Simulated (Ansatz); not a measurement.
# B9C5: the cost of one run

Method: DFT PBE, scalar-relativistic, plane waves, PAW, in Ansatz 0.2.0.

## Step 1: The starting structure

The cell holds 14 atoms (C5B9): a = 4.732 Å, b = 4.986 Å, c = 4.827 Å, α = 91.42°, β = 89.05°, γ = 91.08°.

It is the last frame of an earlier stage of the same melt, run at 1600 K.

Structure file:

```
C B
1.0
     4.73173   -0.04549    0.03954
    -0.04549    4.98516   -0.06053
     0.03954   -0.06053    4.82613
C B
5 9
Direct
  0.90548 0.48562 0.30592
  0.74653 0.74428 0.37221
  0.88998 0.90443 0.57970
  0.30423 0.26958 0.12138
  0.04621 0.40706 0.56639
  0.83641 0.20175 0.71826
  0.51978 0.82200 0.20648
  0.94277 0.28354 0.06879
  0.43385 0.80313 0.86643
  0.27190 0.94537 0.63311
  0.46310 0.14000 0.90688
  0.23180 0.58674 0.11902
  0.24828 0.20485 0.42480
  0.09339 0.67345 0.74060
```

## Step 2: Stage at 300 K

One k point, a Fermi-Dirac width of 0.050 eV and a fixed cell.

input.yaml reads:

```yaml
crystal:
  lattice:
    - [4.731732, -0.045491, 0.039537]
    - [-0.045491, 4.985162, -0.060525]
    - [0.039537, -0.060525, 4.826128]
  atoms:
    - { symbol: C, position: [0.9054772763, 0.4856235223, 0.3059225116] }
    - { symbol: C, position: [0.7465284352, 0.7442822403, 0.3722133476] }
    - { symbol: C, position: [0.8899752662, 0.9044262163, 0.5797025593] }
    - { symbol: C, position: [0.3042339788, 0.2695779018, 0.1213838696] }
    - { symbol: C, position: [0.0462075746, 0.4070629669, 0.5663900792] }
    - { symbol: B, position: [0.8364108919, 0.2017549303, 0.7182566046] }
    - { symbol: B, position: [0.5197838397, 0.8220005178, 0.2064828028] }
    - { symbol: B, position: [0.9427672559, 0.2835429379, 0.0687874913] }
    - { symbol: B, position: [0.4338473327, 0.8031274924, 0.866430455] }
    - { symbol: B, position: [0.2718980733, 0.9453656487, 0.6331142531] }
    - { symbol: B, position: [0.4630996913, 0.140000713, 0.9068823029] }
    - { symbol: B, position: [0.2318042031, 0.586744569, 0.1190248044] }
    - { symbol: B, position: [0.2482765601, 0.2048494538, 0.4248048265] }
    - { symbol: B, position: [0.0933873427, 0.6734538509, 0.7405989461] }
  symmetry: { detect: false }
basis:
  ecutwfc: 420
  xc_grid: 1
kpoints:
  mp_grid: { grid: [1, 1, 1], shift: [0.25, 0.25, 0.25] }
hamiltonian:
  xc: pbe
scf:
  occupations: { method: fermi_dirac, width: 0.05 }
  lower_state_search: "off"
  convergence: { dr2_threshold: 1.0e-05 }
output:
  forces: true
  stress: true
md:
  timestep: 1.5
  n_steps: 250
  ensemble: nvt_langevin
  friction: 0.03
  temperature: 300.0
  initial_velocities: maxwell_boltzmann
  seed: 44315
```

On the command line:

```console
$ ansatz run input.yaml --threads 2 --pin off --max-ram 5120MiB --backend cpu --events-out ev --progress --plain --runs-dir out
```

What time and memory should one allow on 2 threads of Arm Neoverse V2, shared host?

About 57 s, with a peak of 0.28 GiB.
